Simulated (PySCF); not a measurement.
# One shape, several levels: GeCNClF (SMILES N#[C][Ge]([F])[Cl])

Aim: a comparison of 6 runs (U-wB97M-V/cc-pVDZ, UBHLYP/cc-pVDZ, UBLYP/cc-pVDZ, UM06-2X/cc-pVDZ, UPBE/cc-pVDZ, UPBE0/cc-pVDZ) of GeCNClF. 

The calculation is run with PySCF 2.14.0.

### Step 1. The system as given

GeCNClF has 5 atoms, charge 0, and is taken as a doublet. SMILES: `N#[C][Ge]([F])[Cl]`. Geometry: relaxed at PBE0-D4/def2-TZVP.

Bond lengths: N1–C2 1.153 Å, C2–Ge3 1.929 Å, Ge3–F4 1.725 Å, Ge3–Cl5 2.128 Å. Angles: N1–C2–Ge3 173.2°, C2–Ge3–F4 104.9°, C2–Ge3–Cl5 108.6°, F4–Ge3–Cl5 108.1°.

### Step 2. The energy at U-wB97M-V/cc-pVDZ (run 1)

Contents of mol.xyz:

```xyz
5
CClFGeN
N      1.169800    -1.332900     1.557000
C      0.647700    -0.755000     0.707300
Ge    -0.063200     0.127200    -0.853400
F     -1.722100    -0.343000    -0.913400
Cl     0.017500     2.230100    -0.539000
```

Contents of calc.py:

```python
# N#[C][Ge]([F])[Cl]
from pyscf import gto, dft

system = gto.M(
    atom='mol.xyz',
    charge=0,
    basis='cc-pvdz',
    verbose=3,
    max_memory=1860,
    spin=1,
)

ks = dft.UKS(system, xc='wb97m-v')
ks.conv_tol = 1e-10
ks.grids.level = 5
ks.nlcgrids.level = 1
ks.kernel()
if not ks.converged:
    ks = ks.newton().run(ks.mo_coeff, ks.mo_occ)

e_tot = ks.e_tot
print('Final energy', e_tot)
```

Started as:

```
$ OMP_NUM_THREADS=1 python calc.py
```

Standard output:

```text
<dir> SyntaxWarning: invalid escape sequence '\W'
  S = {(paw_set(r)[0], bool(re.search(r"spin_orbit\W+true|paw_fr", str((r.get("files") or {}).get("input") or "")) or re.search("(?i)spin.orbit\W+(value\W+)?(true|yes)|value\W+spin-orbit", json.dumps(r.get("inputs"), default=str)))) for r in records}

converged SCF energy = -2729.72758911347  <S^2> = 0.75242079  2S+1 = 2.0024193
Final energy -2729.727589113468
```

It took 2.9 min on 1 thread of Arm Neoverse V1, shared host; peak memory 0.49 GiB.

### Step 3. The energy at UBHLYP/cc-pVDZ (run 2)

Contents of calc.py:

```python
from pyscf import gto, dft

molecule = gto.M(
    atom='''
N      2.210602    -2.518816     2.942304
C      1.223976    -1.426743     1.336603
Ge    -0.119431     0.240373    -1.612692
F     -3.254297    -0.648176    -1.726076
Cl     0.033070     4.214278    -1.018562
''',
    basis='cc-pvdz',
    spin=1,
    max_memory=1860,
    verbose=4,
    charge=0,
    unit='bohr',
)

mf = dft.UKS(molecule, xc='bhandhlyp')
mf.grids.level = 5
mf.conv_tol = 1e-10
mf.kernel()
if not mf.converged:
    mf = mf.newton().run(mf.mo_coeff, mf.mo_occ)

etot = mf.e_tot
print('Final energy', etot)
```

Started as:

```
$ OMP_NUM_THREADS=1 python calc.py
```

Standard output:

```text
<dir> SyntaxWarning: invalid escape sequence '\W'
  S = {(paw_set(r)[0], bool(re.search(r"spin_orbit\W+true|paw_fr", str((r.get("files") or {}).get("input") or "")) or re.search("(?i)spin.orbit\W+(value\W+)?(true|yes)|value\W+spin-orbit", json.dumps(r.get("inputs"), default=str)))) for r in records}

PySCF version 2.14.0

[... 54 lines left out ...]
WARN: HOMO -0.207333246394831 >= LUMO -0.207333246394832
[... 70 lines left out ...]
converged SCF energy = -2729.79546012117  <S^2> = 0.75412397  2S+1 = 2.0041197
Final energy -2729.7954601211695
```

Wall time 53 s (1 thread of Arm Neoverse V1, shared host); peak memory 0.47 GiB.

Runs 3 to 5 aren't shown in full; the table further down has their settings and results.

### Step 4. The energy at UPBE0/cc-pVDZ (run 6)

Contents of job.py:

```python
from pyscf import gto, dft

mol = gto.M(
    atom='''
N      2.210602    -2.518816     2.942304
C      1.223976    -1.426743     1.336603
Ge    -0.119431     0.240373    -1.612692
F     -3.254297    -0.648176    -1.726076
Cl     0.033070     4.214278    -1.018562
''',
    max_memory=1860,
    spin=1,
    verbose=4,
    unit='bohr',
    basis='cc-pvdz',
)

myscf = dft.UKS(mol, xc='pbe0')
myscf.grids.level = 5
myscf.conv_tol = 1e-10
myscf.kernel()
if not myscf.converged:
    myscf = myscf.newton().run(myscf.mo_coeff, myscf.mo_occ)

etot = myscf.e_tot
print('Final energy', etot)
```

Started as:

```
$ OMP_NUM_THREADS=1 python job.py
```

Standard output:

```text
<dir> SyntaxWarning: invalid escape sequence '\W'
  S = {(paw_set(r)[0], bool(re.search(r"spin_orbit\W+true|paw_fr", str((r.get("files") or {}).get("input") or "")) or re.search("(?i)spin.orbit\W+(value\W+)?(true|yes)|value\W+spin-orbit", json.dumps(r.get("inputs"), default=str)))) for r in records}

PySCF version 2.14.0

[... 53 lines left out ...]
WARN: HOMO -0.21182042149556 >= LUMO -0.211820421495557
[... 62 lines left out ...]
converged SCF energy = -2729.28853018632  <S^2> = 0.75241628  2S+1 = 2.0024148
Final energy -2729.2885301863244
```

Run time: 48 s. Hardware: 1 thread of Arm Neoverse V1, shared host; peak memory 0.47 GiB.

### Step 5. All runs side by side

```csv
run,level,nlc grid,energy (Eh),dipole moment (D),HOMO energy (eV),LUMO energy (eV),wall time
1,U-wB97M-V/cc-pVDZ,1,-2729.727589,2.57,-10.14,-2.88,2.9 min
2,UBHLYP/cc-pVDZ,–,-2729.795460,2.71,-9.27,-3.99,53 s
3,UBLYP/cc-pVDZ,–,-2729.932014,2.32,-6.51,-5.55,43 s
4,UM06-2X/cc-pVDZ,–,-2729.842398,2.62,-9.24,-4.13,1.8 min
5,UPBE/cc-pVDZ,–,-2729.201493,2.30,-6.73,-5.57,45 s
6,UPBE0/cc-pVDZ,–,-2729.288530,2.52,-8.12,-4.78,48 s
```

### Step 6. What came out

| quantity | value |
| --- | --- |
| run 6: total energy | -2729.28853 Eh |
| run 6: dipole moment | 2.52 D |
| run 6: HOMO energy (highest over α and β) | -8.12 eV |
| run 6: LUMO energy (lowest over α and β) | -4.78 eV |
| run 6: ⟨S²⟩ | 0.752 |

**Reading.** The dipole moment (its size) runs from 2.30 D (UPBE/cc-pVDZ) to 2.71 D (UBHLYP/cc-pVDZ). Totals of different functionals can't be ranked against each other. All runs together took 7.8 min, the longest 2.9 min.
